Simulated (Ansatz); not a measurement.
# Si2N: the cost of one run

Method: DFT PBE, scalar-relativistic, plane waves, PAW, in Ansatz 0.2.0.

1 further run of the same task is left out (it didn't finish).

## (1) Starting point

It takes space group P2 (No. 3, monoclinic). Conventional cell: a = 4.170 Å, b = 2.285 Å, c = 4.422 Å, α = 90.00°, β = 102.25°, γ = 90.00°. Around Si (site symmetry 2) lie 6 Si at 2.29 to 2.40 Å. Si (site symmetry 2) is surrounded by 6 Si at 2.29 to 2.40 Å and 2 N at 2.30 Å. Around N (site symmetry 2) lie 2 N at 2.29 Å and 2 Si at 2.30 Å.

As a file:

```
CELL_PARAMETERS angstrom
4.17025 0.00000 0.00000
0.00000 2.28538 0.00000
-0.93796 0.00000 4.32105
ATOMIC_POSITIONS crystal
Si 0.50000 0.46396 0.00000
Si 0.00000 0.94091 0.00000
N 0.00000 0.66059 0.50000
```

Recipe of the guess: random cell by space group and Wyckoff sites (P2, No. 3). Its size is a rough estimate.

## (2) A first look at the guess

File input.yaml:

```yaml
crystal:
  lattice:
    - [4.17025033, 0.0, 0.0]
    - [0.0, 2.28538439, 0.0]
    - [-0.93795637, 0.0, 4.3210454]
  atoms:
    - { symbol: Si, position: [0.5, 0.46396007, 0.0] }
    - { symbol: Si, position: [0.0, 0.94090872, 0.0] }
    - { symbol: "N", position: [0.0, 0.66058551, 0.5] }
basis:
  ecutwfc: 420
kpoints:
  mp_grid: { grid: [4, 8, 4] }
hamiltonian:
  xc: pbe
scf:
  occupations: { method: gaussian, width: 0.1 }
  lower_state_search: "off"
output:
  forces: true
  stress: true
  eigenvalues: true
```

Launch:

```bash
> ansatz run input.yaml --threads 1 --pin off --max-ram 2560MiB --backend cpu --events-out ev --progress --plain --runs-dir out
```

Q: Estimate wall time and peak memory on 1 thread of Intel Xeon at 2.50GHz (Skylake/Cascade Lake), shared host.

About 4.9 s, with a peak of 0.33 GiB.
